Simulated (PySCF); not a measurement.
# CuBr4 (-2): ligand-field states

Aim: compute the ligand-field states of CuBr4 (-2).

Computed with PySCF 2.14.0 and routines of our own; the level stands in each step. Atoms count from 0.

### Step 1. The system as given

5 atoms, charge -2, states of the metal's open shell are computed; geometry from: model start, shaken.

### Step 2. Relaxing the molecule at PBE0-D3(BJ)/def2-SVP

Job settings and geometry (Å):

```
{"job": {"xc": "PBE0", "basis": "def2-SVP", "d3": "d3bj", "grid": 1, "maxiter": 45, "solvent": "water", "kind": "geom"}, "charge": -2, "metal": "Cu", "open_shell": "d9"}
Cu     0.000020     0.004480    -0.004110
Br     2.456640    -0.006820    -0.014870
Br    -2.469100     0.020100    -0.007380
Br    -0.009310     2.477350     0.005350
Br     0.001580    -2.483960    -0.000440
```

The run is started by

```bash
$ OMP_NUM_THREADS=1 python lf_run.py task.json out
```

This one command runs all jobs of the session in turn.

What it wrote:

```text
step   0  E = -11934.72731625  max force = 0.001209
step   1  E = -11934.72715583  max force = 0.002147
step   2  E = -11934.72731743  max force = 0.001193
step   3  E = -11934.72734936  max force = 0.000919
step   4  E = -11934.72736721  max force = 0.000412
step   5  E = -11934.72740565  max force = 0.000596
step   6  E = -11934.72746539  max force = 0.001615
step   7  E = -11934.72752646  max force = 0.003000
step   8  E = -11934.72776501  max force = 0.003018
step   9  E = -11934.72810949  max force = 0.002297
step  10  E = -11934.72858546  max force = 0.001535
step  11  E = -11934.72959973  max force = 0.001295
step  12  E = -11934.73071324  max force = 0.001443
step  13  E = -11934.73092635  max force = 0.001755
step  14  E = -11934.73132124  max force = 0.006576
step  15  E = -11934.73246489  max force = 0.003441
step  16  E = -11934.73352977  max force = 0.003272
step  17  E = -11934.73409933  max force = 0.002425
step  18  E = -11934.73413161  max force = 0.000808
step  19  E = -11934.73415760  max force = 0.000559
step  20  E = -11934.73414311  max force = 0.000337
step  21  E = -11934.73414918  max force = 0.000231
step  22  E = -11934.73415553  max force = 0.000048
step  23  E = -11934.73415511  max force = 0.000030
optimisation converged
```

It took 23 min on 1 thread of Intel Xeon Platinum 8259CL at 2.50GHz, shared host; peak memory 1.2 GiB.

Relaxation path: (the energy doesn't fall at every step)

```csv
step,energy from step 0 (eV),largest force component (eV/Å)
0,0.0000,0.0622
1,0.0044,0.1104
2,0.0000,0.0613
3,-0.0009,0.0473
4,-0.0014,0.0212
5,-0.0024,0.0306
6,-0.0041,0.0830
7,-0.0057,0.1543
8,-0.0122,0.1552
9,-0.0216,0.1181
10,-0.0345,0.0789
11,-0.0621,0.0666
12,-0.0924,0.0742
13,-0.0982,0.0902
14,-0.1090,0.3382
15,-0.1401,0.1769
16,-0.1691,0.1683
17,-0.1846,0.1247
18,-0.1855,0.0415
19,-0.1862,0.0287
20,-0.1858,0.0173
21,-0.1859,0.0119
22,-0.1861,0.0025
23,-0.1861,0.0015
```

Distances of close pairs at the start and the end, largest changes first:

```csv
bond,before (Å),after (Å),change (Å)
Cu0–Br4,2.488,2.428,-0.060
Cu0–Br3,2.473,2.428,-0.045
Cu0–Br2,2.469,2.428,-0.041
Cu0–Br1,2.457,2.428,-0.029
```

The next job starts from the end point, and lists it.

```csv
at the end point,value
point group (found at 0.08 Å tolerance),D2d
"rotational constants (GHz, main isotopes)","0.481, 0.481, 0.312"
⟨S²⟩,0.753
```

### Step 3. Ligand-field states: state-averaged CASSCF in water

Job settings and geometry (Å):

```
{"job": {"kind": "lf", "basis": {"metal": "x2c-TZVPall", "ligand": "x2c-SVPall"}, "nevpt": true, "solvent": "water"}, "charge": -2, "metal": "Cu", "open_shell": "d9"}
Cu     0.000000     0.000000     0.000000
Br     0.874551     1.601657     1.601657
Br     0.874551    -1.601657    -1.601657
Br    -0.874551     1.601657    -1.601657
Br    -0.874551    -1.601657     1.601657
```

Method: state-averaged CASSCF of the metal d shell, SC-NEVPT2 on the averaged canonical orbitals, state-interaction spin-orbit coupling.

What it wrote:

```text
basis functions 176, electrons 171, active (9e, 5o)
stage 1: DIIS on the effective Fock matrix, level shift 0.30
cycle   1  E = -12067.4560170048  dE = -1.207e+04  max|g| = 2.093e+00
cycle   2  E = -12068.6669783644  dE = -1.211e+00  max|g| = 2.056e+00
cycle   3  E = -12068.9240396241  dE = -2.571e-01  max|g| = 1.685e+00
cycle   4  E = -12069.4928009690  dE = -5.688e-01  max|g| = 8.503e-02
cycle   5  E = -12069.6066495279  dE = -1.138e-01  max|g| = 1.041e-01
cycle   6  E = -12069.6119987834  dE = -5.349e-03  max|g| = 3.953e-02
cycle   7  E = -12069.6194867716  dE = -7.488e-03  max|g| = 3.537e-02
cycle   8  E = -12069.5922368451  dE =  2.725e-02  max|g| = 5.680e-02
cycle   9  E = -12069.4958129926  dE =  9.642e-02  max|g| = 1.747e-01
cycle  10  E = -12069.4037560212  dE =  9.206e-02  max|g| = 3.097e-01
cycle  11  E = -12069.3366769375  dE =  6.708e-02  max|g| = 4.077e-01
cycle  12  E = -12069.2955896714  dE =  4.109e-02  max|g| = 4.645e-01
cycle  13  E = -12069.2917908872  dE =  3.799e-03  max|g| = 4.693e-01
cycle  14  E = -12069.2859660685  dE =  5.825e-03  max|g| = 4.790e-01
cycle  15  E = -12069.2846032257  dE =  1.363e-03  max|g| = 4.823e-01
stage 2: quasi-Newton rotations from the point of smallest gradient
cycle  17  E = -12069.6277368050  dE = -8.250e-03  max|g| = 3.848e-02
cycle  18  E = -12069.6294318849  dE = -1.695e-03  max|g| = 2.708e-02
cycle  19  E = -12069.6301338692  dE = -7.020e-04  max|g| = 2.368e-03
cycle  20  E = -12069.6301401571  dE = -6.288e-06  max|g| = 4.367e-04
cycle  21  E = -12069.6301407470  dE = -5.899e-07  max|g| = 2.187e-04
cycle  22  E = -12069.6301407766  dE = -2.957e-08  max|g| = 4.882e-05
cycle  23  E = -12069.6301407800  dE = -3.400e-09  max|g| = 1.869e-05
cycle  24  E = -12069.6301407804  dE = -3.911e-10  max|g| = 7.164e-06
converged average energy = -12069.6301407804

 mult deg   label        CASSCF/cm-1   NEVPT2/cm-1
   2   1   2B2                 0.0           0.0
   2   2   2E               3556.7        5875.4
   2   1   2B1              3746.9        6649.5
   2   1   2A1              4619.8        7714.3

spin-orbit levels / cm-1
      0.00  x2  2B2 0.98
   5390.51  x2  2E 0.84 2B1 0.16
   5897.92  x2  2E 0.80 2A1 0.20
   7131.83  x2  2B1 0.83 2E 0.15
   8329.83  x2  2A1 0.80 2E 0.20
```

It took 44 s on 1 thread of Intel Xeon Platinum 8259CL at 2.50GHz, shared host; peak memory 0.85 GiB.

Key values:

```csv
quantity,value
spin-orbit constant ζ,783 cm⁻¹
```

Powder susceptibility:

```csv
T (K),χT (cm³ K/mol),μ(eff)
2,0.536,2.07
5,0.536,2.07
10,0.537,2.07
20,0.538,2.08
30,0.540,2.08
50,0.543,2.08
75,0.546,2.09
100,0.550,2.10
150,0.557,2.11
200,0.564,2.12
250,0.572,2.14
300,0.579,2.15
```

Orbitals, density, ELF and potential are computed afterwards from the orbital file.

The spin density lies nearest to Cu0 94 %.

### Step 4. Ligand-field states: state-averaged CASSCF (basis x2c-TZVPall) in water

Job settings and geometry (Å):

```
{"job": {"kind": "lf", "basis": "x2c-TZVPall", "nevpt": true, "solvent": "water"}, "charge": -2, "metal": "Cu", "open_shell": "d9"}
Cu     0.000000     0.000000     0.000000
Br     0.874551     1.601657     1.601657
Br     0.874551    -1.601657    -1.601657
Br    -0.874551     1.601657    -1.601657
Br    -0.874551    -1.601657     1.601657
```

Level: state-averaged CASSCF of the metal d shell, SC-NEVPT2 on the averaged canonical orbitals, state-interaction spin-orbit coupling.

What it wrote:

```text
basis functions 240, electrons 171, active (9e, 5o)
stage 1: DIIS on the effective Fock matrix, level shift 0.30
cycle   1  E = -12069.2085441652  dE = -1.207e+04  max|g| = 2.052e+00
cycle   2  E = -12070.4633766632  dE = -1.255e+00  max|g| = 1.960e+00
cycle   3  E = -12070.7258409986  dE = -2.625e-01  max|g| = 1.706e+00
cycle   4  E = -12071.3219025829  dE = -5.961e-01  max|g| = 1.155e-01
cycle   5  E = -12071.4384480376  dE = -1.165e-01  max|g| = 1.075e-01
cycle   6  E = -12071.4536281072  dE = -1.518e-02  max|g| = 3.897e-02
cycle   7  E = -12071.4620560280  dE = -8.428e-03  max|g| = 4.531e-02
cycle   8  E = -12071.4240253224  dE =  3.803e-02  max|g| = 6.023e-02
cycle   9  E = -12071.3351880042  dE =  8.884e-02  max|g| = 1.600e-01
cycle  10  E = -12071.2414553135  dE =  9.373e-02  max|g| = 2.980e-01
cycle  11  E = -12071.1727203063  dE =  6.874e-02  max|g| = 4.289e-01
cycle  12  E = -12071.1343212396  dE =  3.840e-02  max|g| = 5.258e-01
cycle  13  E = -12071.1368571197  dE = -2.536e-03  max|g| = 5.174e-01
cycle  14  E = -12071.1378367389  dE = -9.796e-04  max|g| = 5.126e-01
cycle  15  E = -12071.1496565598  dE = -1.182e-02  max|g| = 4.789e-01
stage 2: quasi-Newton rotations from the point of smallest gradient
cycle  17  E = -12071.4666288393  dE = -1.300e-02  max|g| = 2.326e-02
cycle  18  E = -12071.4697024561  dE = -3.074e-03  max|g| = 2.545e-02
cycle  19  E = -12071.4703945543  dE = -6.921e-04  max|g| = 9.596e-03
cycle  20  E = -12071.4704191111  dE = -2.456e-05  max|g| = 3.905e-03
cycle  21  E = -12071.4704282451  dE = -9.134e-06  max|g| = 3.382e-04
cycle  22  E = -12071.4704284077  dE = -1.625e-07  max|g| = 1.170e-04
cycle  23  E = -12071.4704284253  dE = -1.763e-08  max|g| = 2.860e-05
cycle  24  E = -12071.4704284266  dE = -1.277e-09  max|g| = 1.343e-05
cycle  25  E = -12071.4704284267  dE = -1.364e-10  max|g| = 3.457e-06
converged average energy = -12071.4704284267

 mult deg   label        CASSCF/cm-1   NEVPT2/cm-1
   2   1   2B2                 0.0           0.0
   2   2   2E               3501.0        5745.3
   2   1   2B1              3748.9        6585.3
   2   1   2A1              4523.7        7504.2

spin-orbit levels / cm-1
      0.00  x2  2B2 0.98
   5272.39  x2  2E 0.85 2B1 0.15
   5753.77  x2  2E 0.79 2A1 0.21
   7061.19  x2  2B1 0.84 2E 0.14
   8138.77  x2  2A1 0.79 2E 0.21
```

Wall time 76 s (1 thread of Intel Xeon Platinum 8259CL at 2.50GHz, shared host); peak memory 1 GiB.

In short:

```csv
quantity,value
spin-orbit constant ζ,784 cm⁻¹
```

Powder susceptibility:

```csv
T (K),χT (cm³ K/mol),μ(eff)
2,0.538,2.07
20,0.540,2.08
100,0.552,2.10
300,0.582,2.16
```

### Step 5. Ligand field across the series

From the NEVPT2 states (cm⁻¹; the spread is that of the fitted one-electron ligand-field levels):

```csv
step,setting,ground state,next state,orbital spread,ζ,"μ(eff), 300 K"
3,as given,2B2,2E at 5875,7714,783,2.15
4,basis x2c-TZVPall,2B2,2E at 5745,7504,784,2.16
```

### Step 6. Outcome

```
                                                         quantity                 value
                                                      point group                   D2d
                             rotational constants (main isotopes)  0.48, 0.48, 0.31 GHz
   spin-orbit constant ζ (step 3, state-averaged CASSCF in water)              783 cm⁻¹
ground multiplicity, μ(eff) at 300 K (step 3, 4 donors at 2.43 Å)            2, 2.15 μB
ground multiplicity, μ(eff) at 300 K (step 4, 4 donors at 2.43 Å)            2, 2.16 μB
```

**Reading.** Over 23 steps the energy fell by 0.186 eV; of the close pairs, Cu0–Br4 changed most, 2.488 to 2.428 Å. No frequency check was run at this level, so the end point may be a saddle. In step 3, χT goes from 0.54 at 2 K to 0.58 cm³ K/mol at 300 K: nearly flat, so one level governs the whole range.
